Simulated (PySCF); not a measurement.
# C₃H₁₁NSSi: electronic excitations

What electronic excitations should C₃H₁₁NSSi (`CCN(C)[SiH2]S`) show?

Computed with PySCF 2.14.0, with density-fitted response routines of our own, on a single molecule in the gas phase. Atoms are numbered from 0 throughout.

### 1 The molecule as given

17 atoms, charge 0, multiplicity 1; geometry from: GFN2-xTB.

Bonds of the start (Å): C0–C1 1.53, C1–N2 1.45, N2–C3 1.44, N2–Si4 1.71, Si4–S5 2.15, C0–H6 1.09, C0–H7 1.09, C0–H8 1.09, C1–H9 1.10, C1–H10 1.09, C3–H11 1.09, C3–H12 1.09, C3–H13 1.09, Si4–H14 1.46, Si4–H15 1.46, S5–H16 1.32.

### 2 TDDFT and polarisability: B3LYP/def2-SVPD

Job settings and geometry (Å):

```
{"job": {"kind": "uv", "xc": "B3LYP", "basis": "def2-SVPD", "nstates": 8, "ntriplets": 3}, "charge": 0, "multiplicity": 1}
C      1.980419    -0.249258     0.041048
C      0.615501    -0.934283     0.030707
N     -0.495002    -0.035448     0.271551
C     -0.571903     0.453159     1.627528
Si    -1.234821     0.876486    -0.976806
S     -1.337393    -0.350277    -2.738589
H      1.994794     0.554988    -0.691184
H      2.754064    -0.968176    -0.215042
H      2.205886     0.165104     1.020845
H      0.591127    -1.721856     0.793348
H      0.462524    -1.401201    -0.944790
H     -1.531097     0.940710     1.781767
H      0.215795     1.177322     1.855841
H     -0.485516    -0.383428     2.323612
H     -2.594884     1.156058    -0.530049
H     -0.561629     2.077577    -1.470831
H     -2.014863    -1.345447    -2.188866
```

With the program's defaults for keys left out, this is: TDDFT B3LYP/def2-SVPD, vertical, gas phase, core orbitals frozen in the response.

Started as:

```bash
$ OMP_NUM_THREADS=1 python probes_run.py task.json out
```

One launch serves the whole session: the jobs run in the order shown.

Standard output:

```text
coarse grid: 14392 points
cycle   1  E = -862.9700975692  dE =  3.812e-01  |g| = 4.500e-01  |ddm| = 6.156e+00
cycle   2  E = -862.9339386486  dE =  3.616e-02  |g| = 6.009e-01  |ddm| = 1.630e+00
cycle   3  E = -863.0229657823  dE = -8.903e-02  |g| = 9.776e-02  |ddm| = 9.156e-01
cycle   4  E = -863.0249258406  dE = -1.960e-03  |g| = 3.398e-02  |ddm| = 1.680e-01
cycle   5  E = -863.0251983324  dE = -2.725e-04  |g| = 6.719e-03  |ddm| = 5.998e-02
cycle   6  E = -863.0252092356  dE = -1.090e-05  |g| = 1.638e-03  |ddm| = 1.689e-02
cycle   7  E = -863.0252099437  dE = -7.081e-07  |g| = 3.856e-04  |ddm| = 3.198e-03
final grid: 127384 points
cycle   8  E = -863.1263248641  dE = -4.355e-05  |g| = 5.009e-03  |ddm| = 1.318e-01
cycle   9  E = -863.1263214717  dE =  3.392e-06  |g| = 6.172e-03  |ddm| = 1.672e-02
cycle  10  E = -863.1263313786  dE = -9.907e-06  |g| = 7.477e-04  |ddm| = 8.250e-03
cycle  11  E = -863.1263314995  dE = -1.208e-07  |g| = 2.351e-04  |ddm| = 1.274e-03
cycle  12  E = -863.1263315107  dE = -1.122e-08  |g| = 5.190e-05  |ddm| = 3.958e-04
cycle  13  E = -863.1263315113  dE = -6.530e-10  |g| = 1.142e-05  |ddm| = 1.305e-04
converged SCF energy = -863.1263315113

Static polarisability (au): isotropic 93.275, principal 81.344 92.991 105.490

Singlet excitations
state   eV       nm        f      main configurations
  1   5.3968    229.7   0.01312   H->L 0.96
  2   5.5819    222.1   0.00457   H->L+1 0.97
  3   5.9749    207.5   0.02410   H-1->L 0.95
  4   6.1341    202.1   0.00788   H->L+2 0.86
  5   6.3221    196.1   0.01083   H-1->L+1 0.72, H-1->L+2 0.17
  6   6.4008    193.7   0.02616   H->L+4 0.60, H->L+3 0.28, H->L+2 0.10
  7   6.4592    191.9   0.01092   H->L+3 0.66, H->L+4 0.30
  8   6.8371    181.3   0.01662   H-1->L+2 0.45, H->L+5 0.18, H->L+6 0.13

Triplet excitations (Tamm-Dancoff, eV): 5.2589 5.4950 5.6151
```

It took 80 s on 1 thread of Intel Xeon at 2.50GHz, shared host; peak memory 0.85 GiB.

Frontier orbitals and where they lie:

```csv
orbital,eV,atoms
HOMO−3,-9.35,"C1 24 %, C0 15 %, N2 12 %"
HOMO−2,-8.75,"S5 63 %, Si4 17 %, H14 7 %"
HOMO−1,-7.08,"S5 76 %, Si4 9 %, H16 6 %"
HOMO,-6.34,"N2 54 %, C3 9 %, Si4 8 %"
LUMO,-0.06,"S5 37 %, Si4 20 %, H16 15 %"
LUMO+1,0.18,"Si4 20 %, S5 15 %, C3 15 %"
LUMO+2,0.72,"S5 32 %, Si4 14 %, C0 11 %"
```

With each of the 8 states as a Gaussian band of 0.4 eV half-width at 1/e, the curve within the window shown has maxima at 197 nm (ε 2,700) L/(mol cm). Beyond the last state computed it falls off for lack of states. The curve at chosen wavelengths:

| nm | ε (L/mol/cm) |
| --- | --- |
| 174 | 452 |
| 177 | 739 |
| 181 | 1205 |
| 184 | 1594 |
| 187 | 1988 |
| 191 | 2435 |
| 194 | 2642 |
| 198 | 2692 |
| 201 | 2575 |
| 204 | 2368 |
| 208 | 2021 |
| 211 | 1757 |
| 214 | 1519 |
| 218 | 1265 |
| 221 | 1122 |
| 224 | 1010 |
| 228 | 881 |
| 231 | 785 |
| 234 | 683 |
| 238 | 541 |
| 241 | 436 |
| 245 | 310 |
| 248 | 230 |
| 251 | 164 |
| 255 | 100 |
| 258 | 67 |

Ground-state properties from the same run:

```csv
property,computed
dipole moment (D),2.10
polarisability (Å³),13.82
HOMO–LUMO gap (eV),6.28
−ε(HOMO) (eV),6.34
```

### 3 Results

```
                                quantity                        value
        lowest singlet (B3LYP/def2-SVPD)  5.40 eV (230 nm), f = 0.013
brightest single state of those computed  state 6, 6.40 eV, f = 0.026
                          lowest triplet                      5.26 eV
```

The first singlet state (HOMO→LUMO 0.96) lies at 5.40 eV and is weak; of the 8 states computed, the strongest absorption comes from state 6 at 6.40 eV. The lowest triplet lies 0.14 eV below the lowest singlet (triplets in Tamm-Dancoff, singlets in full TDDFT). States above −ε(HOMO) lie where TDDFT describes them poorly and they hang on the basis; the brightest is among them.
